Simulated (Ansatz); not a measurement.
# CH7GeIn: small, medium and large basis sets

The task here is to estimate one member of a computed series from the others.

Computed with Ansatz 0.2.0, Gaussian basis. Level: one geometry, several basis sets.

The runs, in order: PBE0-D4/def2-SVP; ωB97M-V/def2-SVP; PBE0-D4/def2-QZVPP; ωB97M-V/def2-QZVPP; the functionals' def2-TZVPP values are taken from earlier runs.

## The geometry

The geometry comes from an earlier relaxation with PBE0-D4 in a triple-zeta def2 set; it is a stationary point, not always the lowest conformer. In takes the def2 core potential; no spin-orbit term is included.

10 atoms, charge 0, spin multiplicity 1.

Atoms are counted from 1 here; the program's logs count them from 0.

Bond lengths: C1–In2 2.247 Å, C1–H4 1.096 Å, C1–H5 1.096 Å, C1–H6 1.096 Å, Ge3–H7 1.547 Å, Ge3–H8 1.532 Å, Ge3–H9 1.532 Å, Ge3–H10 1.535 Å. Angles: In2–C1–H4 112.1°, In2–C1–H5 109.4°, In2–C1–H6 112.2°, H4–C1–H5 107.5°, H4–C1–H6 107.8°, H5–C1–H6 107.5°, H7–Ge3–H8 108.8°, H7–Ge3–H9 109.1°, H7–Ge3–H10 108.1°, H8–Ge3–H9 110.5°, H8–Ge3–H10 110.1°, H9–Ge3–H10 110.2°.

Set-up of the first run:

File in.yaml:

```yaml
crystal:
  periodic: [false, false, false]
  atoms:
    - {symbol: C, position_ang: [-1.270572, 1.335354, 0.193022]}
    - {symbol: In, position_ang: [0.288860, 1.764010, 1.752549]}
    - {symbol: Ge, position_ang: [1.137473, -1.399814, -0.353612]}
    - {symbol: H, position_ang: [-0.863106, 1.385321, -0.822820]}
    - {symbol: H, position_ang: [-2.071530, 2.079961, 0.263817]}
    - {symbol: H, position_ang: [-1.727321, 0.347869, 0.323452]}
    - {symbol: H, position_ang: [1.550968, -0.387737, 0.741338]}
    - {symbol: H, position_ang: [-0.170766, -2.077488, 0.067223]}
    - {symbol: H, position_ang: [0.954220, -0.654904, -1.679459]}
    - {symbol: H, position_ang: [2.254773, -2.443870, -0.482610]}
basis:
  gaussian: {orbitals: def2-SVP}
hamiltonian: {xc: pbe0, dispersion: d4}
output: {orbitals: {seedname: orbitals}}
```

Launch:

```
> ansatz run in.yaml --threads 4 --pin off --events-out ev --progress --plain --max-ram 10444MiB
```

Among the steps run: PBE0-D4 in def2-SVP; ωB97M-V in def2-SVP; PBE0-D4 in def2-QZVPP; ωB97M-V in def2-QZVPP.

One table of the session follows, with a row left open; its other results are not shown here.

It belongs to the step «Functionals by basis». 

| functional | basis | HOMO (eV) | LUMO (eV) |
| --- | --- | --- | --- |
| PBE0-D4 | def2-SVP | -5.28 | -1.37 |
| PBE0-D4 | def2-TZVPP | -5.34 | -1.43 |
| PBE0-D4 | def2-QZVPP | -5.36 | -1.44 |
| ωB97M-V | def2-SVP | -7.28 | 0.18 |
| ωB97M-V | def2-TZVPP | ? | ? |
| ωB97M-V | def2-QZVPP | -7.37 | -0.07 |

Q: Estimate the row for ωB97M-V, def2-TZVPP from the others.

The run gave: HOMO (eV): -7.35; LUMO (eV): -0.01. In the column «HOMO (eV)» it lies between ωB97M-V, def2-QZVPP (-7.37) and ωB97M-V, def2-SVP (-7.28).
